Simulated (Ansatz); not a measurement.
# ZrH₂ (singlet): the correlation ladder, def2-SVP

An exercise on one series of results from a longer session: the logs are not shown, and one member is left open.

Computed with Ansatz 0.2.0, Gaussian basis. Level: def2-SVP, core rule «outside noble gas», up to 4 orbitals frozen.

To be run: UHF; CCSD(T) on RHF; CCSD(T) on UHF; CISD; CCSDT(Q) on RHF; CCSDT(Q) on UHF; Full CI.

23 further runs of the same task are left out: 9 for a known fault of the program, 6 that didn't finish, 8 set aside as unsound or not needed. Runs told in other sessions of the task aren't counted.

## What is computed

The geometry is a PBE0/def2-TZVP stationary point (not a proven minimum) of the parent state, kept for this charge and spin. No spin-orbit coupling is included. Elements past krypton take def2 core potentials.

3 atoms, charge 0, spin multiplicity 1.

Atoms are counted from 1 here; the program's logs count them from 0.

Bond lengths: Zr1–H2 1.963 Å, Zr1–H3 1.963 Å. Angles: H2–Zr1–H3 180.0°.

Coordinates:

```xyz
3
H2Zr
Zr    0.00000    0.00000    0.00000
H     0.00000    0.00000   -1.96330
H     0.00000    0.00000    1.96330
```

The first run:

in.yaml

```yaml
crystal:
  periodic: [false, false, false]
  atoms:
    - {symbol: Zr, position_ang: [0.000000, 0.000000, 0.000000]}
    - {symbol: H, position_ang: [0.000000, 0.000000, -1.963300]}
    - {symbol: H, position_ang: [0.000000, 0.000000, 1.963300]}
basis:
  gaussian: {orbitals: def2-SVP}
magnetization: {spin_polarized: true, initial_magnetization: 0}
hamiltonian: {xc: hf}
output: {orbitals: {seedname: orbitals}}
```

On the command line:

```bash
$ ansatz run in.yaml --threads 1 --pin off --events-out ev --progress --plain --max-ram 2393MiB
```

Among the steps run: UHF; CCSD(T) on RHF; CCSD(T) on UHF; CISD; CCSDT(Q) on RHF; CCSDT(Q) on UHF; Full CI.

One of the session's tables, all rows but one given; the rest of the session is left out.

```
   method  from FCI (meV)
      RHF               ?
     RMP2         +1088.4
     CISD          +461.9
    RCCSD          +189.8
 RCCSD(T)           +57.4
   RCCSDT            +5.8
RCCSDT(Q)            -1.4
      FCI               0
```

**Question.** Estimate the row for RHF.

**Answer.** from FCI (meV): +3107.0. In the column «from FCI (meV)» it is the highest.

Left out of the table: UHF, UMP2, UCCSD, UCCSD(T), UCCSDT, UCCSDT(Q) (another determinant or state than the rows shown). UCCSDT(Q) lies 0.27 eV below the table's zero, so the state tabled may not be the lowest.
